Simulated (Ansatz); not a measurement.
Working through an active-space calculation of HSe (charge -1)

Computed with the Ansatz DFT code, driven from Python.

Run as a notebook:

```python
import ansatz as az

BASIS = "def2-SVP"
NET_CHARGE = -1

system = (
    az.Crystal.molecule()
    .atom("H", [0.0, 0.0, 0.0])
    .atom("Se", [0.0, 0.0, 1.535])
)
```

```python
setup = (
    system.calculation()
    .basis(gaussian=BASIS)
    .charge(NET_CHARGE)
    .correlation(active_electrons=2, active_orbitals=3)
)
for method in [None, "sc_nevpt2", "fic_mrcisd_q"]:
    report = (setup if method is None else setup.correlation(method)).run().report
    space = report["configurations"]
    state = space["states"][0]
    print(method or "casscf", f"total {report['free_energy_ev'] / 27.211386246:.6f} Ha, active-space state {state['energy']['hartree']:.6f} Ha, mean field {report['reference_energy_ev'] / 27.211386246:.6f} Ha")
    print("  determinants", state["n_determinants"], " natural occupations", [round(n, 3) for n in space["natural_occupations"]])
```

    casscf total -2400.155251 Ha, active-space state -2400.155251 Ha, mean field -2400.133514 Ha
      determinants 9  natural occupations [1.965, 0.03, 0.006]
    sc_nevpt2 total -2400.374781 Ha, active-space state -2400.155248 Ha, mean field -2400.133514 Ha
      determinants 9  natural occupations [1.965, 0.03, 0.006]
    fic_mrcisd_q total -2400.384013 Ha, active-space state -2400.155248 Ha, mean field -2400.133514 Ha
      determinants 9  natural occupations [1.965, 0.03, 0.006]

Reading the output:
- Total energies depend on the basis set; only differences at equal settings carry meaning.
- The geometry is a force-field or estimated start, not a minimum of this method, and the basis set is short of its limit. The active space starts as a window about the frontier orbitals and is then optimised, not chosen by chemistry.
- Anions want diffuse functions, which this basis lacks.
- It ran for 4.4 s on 1 thread of Arm Neoverse V1 (shared host), peak memory 0.15 GiB.

(Lines on the test bed's own set-up are left out of the output.)
